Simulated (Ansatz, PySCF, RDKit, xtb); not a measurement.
**C5H9NO: which of the isomers drawn lies lowest?**

A sample of isomers of C5H9NO is drawn. Aim: find which of them has the lowest free energy at 298.15 K, then its properties. The sample is small against all isomers, and the most stable one of this formula need not be in it.

The funnel: GFN2-xTB relaxations, single points with a density functional, relaxations at PBE-D3(BJ)/def2-SVP, harmonic vibrations (at GFN2-xTB), and a last energy at a higher level. All values are calculated.

## Step 1: Candidates

Isomers were taken from a list of plausible structures; this is a sample, not all of them. That gives 3 candidates.

| label | SMILES | spin |
| --- | --- | --- |
| c621 | N[C@@H]1C=C(O)CC1 | singlet |
| c773 | N[C@@H]1CCC(=O)C1 | singlet |
| c946 | N[C@@H]1CC=C(O)C1 | singlet |

Candidates are built by distance geometry, with a force field where one applies, in up to four conformers (letters a to d).

Q: Predict the outcome of this search (final energies at CCSD(T)/def2-SVP + MP2/def2-TZVPP - MP2/def2-SVP).

| quantity | value |
| --- | --- |
| lowest structure found | N[C@@H]1CCC(=O)C1, singlet |
| next finalist | N[C@@H]1C=C(O)CC1, singlet, 10.5 kcal/mol higher in G |
| share at equilibrium, among the finalists | 100.0 % |
| dipole moment (PBE0/def2-SVPD) | 3.74 D |
| HOMO energy (PBE0/def2-SVPD) | -7.08 eV |
| LUMO energy (PBE0/def2-SVPD) | -0.74 eV |
| HOMO–LUMO gap (PBE0/def2-SVPD) | 6.35 eV |
| lowest excitation (TD-PBE0/def2-SVPD) | 4.20 eV (f = 0.000) |
| strongest of the states computed, same level | 6.71 eV (f = 0.034) |
| lowest triplet excitation, same level, Tamm-Dancoff | 3.64 eV |
| vertical ionisation energy | 8.99 eV |
| vertical electron affinity | -1.13 eV (unbound: the value depends on the basis) |
| vertical triplet less singlet | +3.61 eV |

The lowest structure found is `N[C@@H]1CCC(=O)C1`. The margin of 10.5 kcal/mol over the next finalist is beyond the usual error of the last level; it says nothing of structures that weren't ranked. GFN2-xTB, HF/STO-3G, r2SCAN-D4/def2-SVP, PBE-D3(BJ)/def2-SVP, HF/def2-SVP and MP2/def2-SVP already put its bonding pattern lowest among the structures in one piece. 2 minima inside the window were never screened. The search is not exhaustive (a finite list of starts, one conformer a finalist), so a lower isomer can't be ruled out. Only 3 drawn patterns were tried, so whole families of isomers are missing, and the result ranks this sample alone.
